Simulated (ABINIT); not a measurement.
The system is CaBr.

```
Br Ca
1.0
     4.08415    0.00000    0.00000
    -2.04207    3.53698    0.00000
     0.00000    0.00000    9.67213
Br Ca
2 2
Direct
  0.66667 0.33333 0.53449
  0.33333 0.66667 0.03449
  0.66667 0.33333 0.84051
  0.33333 0.66667 0.34051
```

The cell comes from a database or a generator and needn't be the stable form of this composition.

- Program: ABINIT 10.8.3 (patched build)
- Task: single point
- Functional: PBE
- Potentials or basis: JTH PAW PBE v2.0
- Cutoff: 517 eV
- k mesh: 8 × 8 × 3
- Occupations: fermi-dirac, width 0.05 eV
- Spin: no spin polarisation

On this cell: pressure 0.4 GPa; largest force 0.121 eV/Å; band gap on the k mesh none (metal or under the smearing width).

The same run follows on a disturbed copy (atoms moved at random, drawn with an rms of 0.05 Å):

```
CELL_PARAMETERS angstrom
4.08415 0.00000 0.00000
-2.04207 3.53698 0.00000
0.00000 0.00000 9.67213
ATOMIC_POSITIONS crystal
Br 0.67941 0.35303 0.53488
Br 0.33166 0.66420 0.03561
Ca 0.67509 0.33224 0.84522
Ca 0.33208 0.67124 0.33843
```

Problem. What does the disturbed cell give?

Solution. The energy (extrapolated to zero smearing) moves by +2.2 meV/atom; pressure 0.5 GPa; largest force 0.299 eV/Å; band gap on the k mesh none (metal or under the smearing width).

Forces in eV/Å, atoms in the order of the input:
```
Br  -0.020 -0.042  0.116
Br   0.032  0.010  0.158
Ca  -0.032 -0.002 -0.297
Ca   0.019  0.034  0.023
```

Stress tensor (GPa, compression positive):
```
 0.23  0.06  0.02
 0.06  0.15 -0.04
 0.02 -0.04  1.04
```
